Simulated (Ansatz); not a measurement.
# Si3Ru: the cost of one run

Program: Ansatz 0.2.0. Level of theory: DFT PBE, scalar-relativistic, plane waves, PAW. These are calculated values, not measurements.

1 further run of the same task is left out (it didn't finish).

### Step 1. The structure to begin with

It takes space group P6_3/mmc (No. 194, hexagonal). Conventional cell: a = 5.520 Å, b = 5.520 Å, c = 4.431 Å, α = 90.00°, β = 90.00°, γ = 120.00°. Around Si (site symmetry mm2) lie 4 Ru at 2.73 to 2.76 Å and 8 Si at 2.73 to 2.77 Å. Ru (site symmetry -6m2) is surrounded by 12 Si at 2.73 to 2.76 Å.

Structure file:

```cif
data_structure
_symmetry_space_group_name_H-M 'P6_3/mmc'
_symmetry_Int_Tables_number 194
_cell_length_a 5.5202
_cell_length_b 5.5202
_cell_length_c 4.4308
_cell_angle_alpha 90.000
_cell_angle_beta 90.000
_cell_angle_gamma 120.000
_cell_volume 116.93
loop_
_atom_site_label
_atom_site_type_symbol
_atom_site_symmetry_multiplicity
_atom_site_Wyckoff_symbol
_atom_site_fract_x
_atom_site_fract_y
_atom_site_fract_z
_atom_site_occupancy
Si1 Si 6 h 0.83300 0.66600 0.25000 1
Ru1 Ru 2 c 0.33333 0.66667 0.25000 1
```

This is candidate A: Ni3Sn (D0_19) type (P6_3/mmc, No. 194).

(A quick probe on a coarse mesh, which set the mesh and smearing, is not shown.)

### Step 3. Coarse relaxation (candidate A)

Input file input.yaml:

```yaml
crystal:
  lattice:
    - [5.5202234788, 0.0, 0.0]
    - [-2.7601117394, 4.7806537672, 0.0]
    - [0.0, 0.0, 4.4308310698]
  atoms:
    - { symbol: Si, position: [0.833, 0.666, 0.25] }
    - { symbol: Si, position: [0.167, 0.833, 0.75] }
    - { symbol: Si, position: [0.334, 0.167, 0.25] }
    - { symbol: Si, position: [0.167, 0.334, 0.75] }
    - { symbol: Si, position: [0.833, 0.167, 0.25] }
    - { symbol: Si, position: [0.666, 0.833, 0.75] }
    - { symbol: Ru, position: [0.3333333333, 0.6666666667, 0.25] }
    - { symbol: Ru, position: [0.6666666667, 0.3333333333, 0.75] }
basis:
  ecutwfc: 420
kpoints:
  mp_grid: { grid: [6, 6, 4] }
hamiltonian:
  xc: pbe
scf:
  occupations: { method: gaussian, width: 0.1 }
  lower_state_search: "off"
output:
  forces: true
  stress: true
  eigenvalues: true
relax:
  adjacent_minimum: "off"
  f_tol: 0.04
  max_steps: 70
  cell: { stress_tol: 0.4 }
```

Launch:

```console
ansatz run input.yaml --threads 1 --pin off --max-ram 2560MiB --backend cpu --events-out ev --progress --plain --runs-dir out
```

Q: Estimate wall time and peak memory on 1 thread of Intel Xeon 6975P-C (Granite Rapids), shared host.

About 18 s, with a peak of 0.44 GiB.
